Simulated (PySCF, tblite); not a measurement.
# C₂H₇OSi₂ radical: geometry, infrared bands and EPR parameters

Aim: predict the infrared bands and EPR parameters of C₂H₇OSi₂ radical (`[CH2][SiH2]C(=O)[SiH3]`).

The runs use tblite 0.8.0 and PySCF 2.14.0, with density-fitted response routines of our own; the level of theory stands in each step. All values are computed, except where a source is named. Atoms are numbered from 0 throughout.

### 1 The molecule as given

12 atoms, charge 0, multiplicity 2; geometry from: force field or distance geometry start.

Bonds of the start (Å): C0–Si1 1.86, Si1–C2 1.84, C2–O3 1.20, C2–Si4 1.84, C0–H5 1.09, C0–H6 1.09, Si1–H7 1.47, Si1–H8 1.47, Si4–H9 1.48, Si4–H10 1.47, Si4–H11 1.47.

### 2 Optimising the geometry with GFN2-xTB

Job settings and geometry (Å):

```
{"job": {"kind": "relax", "xc": "GFN2-xTB", "basis": "xTB"}, "charge": 0, "multiplicity": 2}
C      2.171800    -0.185800     0.863300
Si     0.896300    -0.049100    -0.486800
C     -0.744900    -0.688900     0.043900
O     -1.038400    -1.839200    -0.124700
Si    -1.984400     0.435000     0.803100
H      2.818200     0.690000     0.958400
H      2.797600    -1.073800     0.822600
H      1.340300    -0.834400    -1.645600
H      0.694200     1.367000    -0.813500
H     -2.858200    -0.408900     1.652300
H     -2.795000     1.150100    -0.192300
H     -1.296200     1.437200     1.622800
```

Command:

```
$ OMP_NUM_THREADS=1 python probes_run.py task.json out
```

This one command runs all jobs of the session in turn.

**Question.** This job is followed by: GFN2-xTB harmonic vibrations, gas phase; UKS B3LYP, pcH-1 on C H O Si, non-relativistic, mean-field spin-orbit, GIAO. What will the session give for the following? strongest single infrared mode (GFN2-xTB); zero-point energy (GFN2-xTB); g(iso) (B3LYP); ⟨S²⟩; largest a(iso) (averaged by class); surface potential, 1st and 99th percentile.

As calculated:

```
                                 quantity                  value
strongest single infrared mode (GFN2-xTB)  1706 cm⁻¹, 431 km/mol
             zero-point energy (GFN2-xTB)          44.3 kcal/mol
                           g(iso) (B3LYP)                2.00314
                                     ⟨S²⟩     0.768 (exact 0.75)
       largest a(iso) (averaged by class)    13C on C0, 73.4 MHz
    surface potential, 1st and 99th percentile     -1.41 V and 1.26 V
```

What this shows: Over 83 steps the energy fell by 0.602 eV; of the close pairs, Si1–C2 changed most, 1.840 to 1.976 Å. No mode is imaginary among the 30: a minimum at this level. The strongest single mode, at 1706 cm⁻¹, moves mainly C2 and O3. GFN2-xTB is a fitted tight-binding method: band positions and strengths are rough. Its intensities can rank the bands wrongly. Most of the unpaired spin sits on C0 (0.93 e). The isotropic g lies 0.8 ppt above the free-electron value.
